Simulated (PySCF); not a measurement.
# SiHBrF (SMILES F[SiH]Br) at 3 levels

Wanted: a comparison of 3 runs (U-wB97X-V/STO-6G, UM06-2X/STO-6G, UCCSDT/STO-6G) of SiHBrF. Input form: a Python script.

Program for the calculation: PySCF 2.14.0.

2 further runs of the same task are left out: 2 set aside as unsound or not needed.

## Step 1: The system as given

The species is SiHBrF (4 atoms), meant as a doublet with charge 0. As SMILES, `F[SiH]Br`. The Si2–H4 distance was set to 2.237 Å, away from the relaxed value. At this shape a bond of the SMILES string is far longer than usual.

Bond lengths: F1–Si2 1.596 Å, Si2–Br3 2.211 Å. Angles: F1–Si2–Br3 108.9°. A long bond or contact: Si2–H4 2.237 Å.

## Step 2: A single-point energy at U-wB97X-V/STO-6G (run 1)

Contents of input.py:

```python
from pyscf import gto, dft

system = gto.M(
    atom='F -1.007702 -0.974427 1.354641; Si -0.220002 -0.943727 -0.033459; Br 1.921998 -1.332727 0.350041; H -0.429400 1.123400 -0.862500',
    basis='sto-6g',
    verbose=4,
    max_memory=1860,
    spin=1,
)

mf = dft.UKS(system, xc='wb97x-v')
mf.nlcgrids.level = 1
mf.grids.level = 5
mf.conv_tol = 1e-10
mf.kernel()
if not mf.converged:
    mf = mf.newton().run(mf.mo_coeff, mf.mo_occ)

etot = mf.e_tot
print('Final energy', etot)
```

Launch:

```bash
OMP_NUM_THREADS=1 python input.py
```

Output:

```text
PySCF version 2.14.0

[... 64 lines left out ...]
WARN: HOMO -0.248366368816952 >= LUMO -0.248366368816944
[... 50 lines left out ...]
converged SCF energy = -2949.06550954192  <S^2> = 0.82983195  2S+1 = 2.0782993
Final energy -2949.065509541923
```

Run time: 38 s. Hardware: 1 thread of Intel Xeon 6975P-C (Granite Rapids), shared host; peak memory 0.27 GiB.

## Step 3: The energy at UM06-2X/STO-6G (run 2)

Contents of job.py:

```python
from pyscf import gto, dft

mol = gto.Mole()
mol.atom = [
    ('F', (-1.007702, -0.974427, 1.354641)),
    ('Si', (-0.220002, -0.943727, -0.033459)),
    ('Br', (1.921998, -1.332727, 0.350041)),
    ('H', (-0.429400, 1.123400, -0.862500)),
]
mol.max_memory = 1860
mol.basis = 'sto-6g'
mol.charge = 0
mol.verbose = 4
mol.spin = 1
mol.build()

mf = dft.UKS(mol, xc='m06-2x')
mf.grids.level = 5
mf.conv_tol = 1e-10
mf.kernel()
if not mf.converged:
    mf = mf.newton().run(mf.mo_coeff, mf.mo_occ)

e_final = mf.e_tot
print('E = %.10f Eh' % e_final)
```

Launch:

```bash
OMP_NUM_THREADS=1 python job.py
```

Output:

```text
PySCF version 2.14.0

[... 54 lines left out ...]
WARN: HOMO -0.250552356841451 >= LUMO -0.250552356841453
[... 50 lines left out ...]
converged SCF energy = -2949.23399354104  <S^2> = 0.81846043  2S+1 = 2.0673272
E = -2949.2339935410 Eh
```

Wall time 12 s (1 thread of Intel Xeon 6975P-C (Granite Rapids), shared host); peak memory 0.27 GiB.

## Step 4: The energy at UCCSDT/STO-6G (run 3)

Contents of run.py:

```python
from pyscf import gto, scf, cc

mol = gto.M(
    atom='''
F     -1.904281    -1.841400     2.559900
Si    -0.415744    -1.783386    -0.063228
Br     3.632050    -2.518489     0.661482
H     -0.811448     2.122918    -1.629889
''',
    verbose=3,
    spin=1,
    basis='sto-6g',
    max_memory=1860,
    unit='bohr',
)

mf = scf.UHF(mol)
mf.conv_tol = 1e-10
mf.kernel()
if not mf.converged:
    mf = mf.newton().run(mf.mo_coeff, mf.mo_occ)

mycc = cc.CCSDT(mf, frozen=15)
mycc.kernel()
etot = mycc.e_tot
print('E(%s) = %.9f' % ('CCSDT', etot))
```

Launch:

```bash
OMP_NUM_THREADS=1 python run.py
```

Output:

```text
converged SCF energy = -2946.99449207195  <S^2> = 0.95833864  2S+1 = 2.1984892
_make_eris_incore_UCCSDT

WARN: A large `blksize_v_aaa` is being used, which may cause large memory consumption
      for storing contraction intermediates. If memory is sufficient, consider using
      `pyscf.cc.uccsdt_highm.UCCSDT` instead.

WARN: A large `blksize_v_aab` is being used, which may cause large memory consumption
      for storing contraction intermediates. If memory is sufficient, consider using
      `pyscf.cc.uccsdt_highm.UCCSDT` instead.

UCCSDT converged
E(UCCSDT) = -2947.071544296068   E_corr = -0.07705222412277071
E_corr(same-spin) = -0.0128831500051848
E_corr(oppo-spin) = -0.0641690741175859
E(CCSDT) = -2947.071544296
```

Wall time 8.1 s (1 thread of Intel Xeon 6975P-C (Granite Rapids), shared host); peak memory 0.12 GiB.

## Step 5: All runs side by side

```
run             level  nlc grid  integration grid   energy (Eh)  dipole moment (D) of the reference  HOMO energy (eV)  LUMO energy (eV)  wall time
  1  U-wB97X-V/STO-6G         1                 5  -2949.065510                                1.90             -5.97              2.22       38 s
  2    UM06-2X/STO-6G         –                 5  -2949.233994                                1.88             -4.83              0.87       12 s
  3     UCCSDT/STO-6G         –                 –  -2947.071544                                2.20             -6.89              4.57      8.1 s
```

## Step 6: Summary of results

```
                                                         quantity           value
                                              run 3: total energy  -2947.07154 Eh
                      run 3: dipole moment (Hartree–Fock density)          2.20 D
run 3: HOMO energy (Hartree–Fock orbitals) (highest over α and β)        -6.89 eV
 run 3: LUMO energy (Hartree–Fock orbitals) (lowest over α and β)         4.57 eV
              run 3: correlation energy (15 core orbitals frozen)       -77.1 mEh
                         run 3: ⟨S²⟩ of the reference determinant           0.958
                                             run 3: T1 diagnostic           0.026
```

Totals of different functionals can't be ranked against each other. In runs 1, 2, 3 the basis is minimal, so the values are rough. Spin contamination of the reference: run 3 ⟨S²⟩ = 0.96. All runs together took 58 s, the longest 38 s.
